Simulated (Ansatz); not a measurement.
**H4S2Sn: molecular dynamics**

Aim: follow the molecule's vibrations and see whether its bonds hold. The start is relaxed first. Runs: 300 steps of 1 fs under a Langevin thermostat at 400 K. SMILES of the start: [SH][SnH2][SH].

Method: RKS PBE/def2-SVP, in Ansatz 0.2.0.

### Step 1. The system as given

Bond lengths: S1–Sn2 2.400 Å, Sn2–S3 2.387 Å, S1–H4 1.444 Å, Sn2–H5 1.762 Å, Sn2–H6 1.759 Å, S3–H7 1.407 Å. Angles: S1–Sn2–S3 107.5°, S1–Sn2–H5 109.5°, S1–Sn2–H6 111.0°, S3–Sn2–H5 109.6°, S3–Sn2–H6 109.8°, H5–Sn2–H6 109.4°, Sn2–S1–H4 88.8°, Sn2–S3–H7 94.0°.

Coordinates:

```xyz
7

S    -1.5339   -1.0268   -0.8450
Sn    0.0343    0.4278    0.2434
S     1.6836   -0.9457    1.2878
H    -2.2437    0.1402   -1.3125
H     0.8018    1.4657   -0.9558
H    -0.7657    1.4232    1.4535
H     2.0848   -1.5525    0.0830
```

### Step 2. Preparing the start

input.yaml

```yaml
crystal:
  periodic: [false, false, false]
  atoms:
    - { symbol: S, position_ang: [-1.5339, -1.0268, -0.845] }
    - { symbol: Sn, position_ang: [0.0343, 0.4278, 0.2434] }
    - { symbol: S, position_ang: [1.6836, -0.9457, 1.2878] }
    - { symbol: H, position_ang: [-2.2437, 0.1402, -1.3125] }
    - { symbol: H, position_ang: [0.8018, 1.4657, -0.9558] }
    - { symbol: H, position_ang: [-0.7657, 1.4232, 1.4535] }
    - { symbol: H, position_ang: [2.0848, -1.5525, 0.083] }
basis:
  gaussian: { orbitals: def2-SVP }
hamiltonian:
  xc: pbe
relax:
  f_tol: 0.02
  max_steps: 40
scf:
  lower_state_search: "off"
```

The run is started by

```sh
$ ansatz run input.yaml --threads 1 --pin off --max-ram 2048MiB --backend cpu --events-out ev --progress --plain --runs-dir out
```

After this run come: The run.

Q: Predict the outcome of this session. Wanted: relaxation of the start; temperature, first and last step; temperature, second half; potential energy, second half; bonds formed or broken.

The runs gave:

```
                        quantity                          value
         relaxation of the start       26 moves, 0.192 eV lower
                          length              300 steps of 1 fs
temperature, first and last step                  343 and 238 K
        temperature, second half  mean 341 K, from 144 to 694 K
   potential energy, second half    +25 meV/atom from the start
          bonds formed or broken                              0
```

**Reading.** Against a set 400 K the second half averages 341 K with a spread of 108 K. The bonding pattern survives the run. 300 fs on 7 atoms is far too short and small for converged averages. The nuclei move classically, without zero-point motion, which matters most for hydrogen.
